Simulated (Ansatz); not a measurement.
# Cu3Pd: the cost of one run

Method: DFT PBEsol, scalar-relativistic, in Ansatz 0.2.0.

## Step 1: The system as given

It takes space group P4/mmm (No. 123, tetragonal). Conventional cell: a = 3.697 Å, b = 3.697 Å, c = 3.659 Å, α = 90.00°, β = 90.00°, γ = 90.00°. Cu (site symmetry mmm) has 8 Cu at 2.60 to 2.61 Å and 4 Pd at 2.60 Å in its first shell of neighbours. Around Cu (site symmetry 4/mmm) lie 8 Cu at 2.60 Å and 4 Pd at 2.61 Å. Around Pd (site symmetry 4/mmm) lie 12 Cu at 2.60 to 2.61 Å.

As a file:

```
CELL_PARAMETERS angstrom
3.69700 0.00000 0.00000
0.00000 3.69700 0.00000
0.00000 0.00000 3.65900
ATOMIC_POSITIONS crystal
Cu 0.00000 0.50000 0.50000
Cu 0.50000 0.00000 0.50000
Cu 0.50000 0.50000 0.00000
Pd 0.00000 0.00000 0.00000
```

Atoms are numbered in the order of the input: Cu1, Cu2, Cu3, Pd4.

## Step 2: Volume × 0.96, LAPW

Contents of input.yaml:

```yaml
crystal:
  lattice:
    - [3.6470344155, 0.0, 0.0]
    - [0.0, 3.6470344155, 0.0]
    - [0.0, 0.0, 3.609547992]
  atoms:
    - { symbol: Cu, position: [0.0, 0.5, 0.5] }
    - { symbol: Cu, position: [0.5, 0.0, 0.5] }
    - { symbol: Cu, position: [0.5, 0.5, 0.0] }
    - { symbol: Pd, position: [0.0, 0.0, 0.0] }
kpoints:
  mp_grid: { grid: [11, 11, 11] }
  band_path:
    path:
      - [0.0, 0.0, 0.0]
      - [0.0, 0.5, 0.0]
      - [0.5, 0.5, 0.0]
      - [0.0, 0.0, 0.0]
      - [0.0, 0.0, 0.5]
      - [0.0, 0.5, 0.5]
      - [0.5, 0.5, 0.5]
      - [0.0, 0.0, 0.5]
      - [0.0, 0.5, 0.0]
    npoints: 5
scf:
  occupations: { method: fermi_dirac, width: 0.05 }
hamiltonian:
  xc: pbesol
  pseudopotentials: { kind: all_electron, lapw: { basis_error: 0.001 } }
output:
  forces: true
  stress: true
  eigenvalues: true
```

Launch:

```console
$ ansatz run input.yaml --threads 1 --pin off --max-ram 4096MiB --backend cpu --events-out ev --progress --plain --runs-dir out
```

Q: Estimate wall time and peak memory on 1 thread of Intel Xeon 6975P-C (Granite Rapids), shared host.

About 87 s, with a peak of 1.1 GiB.
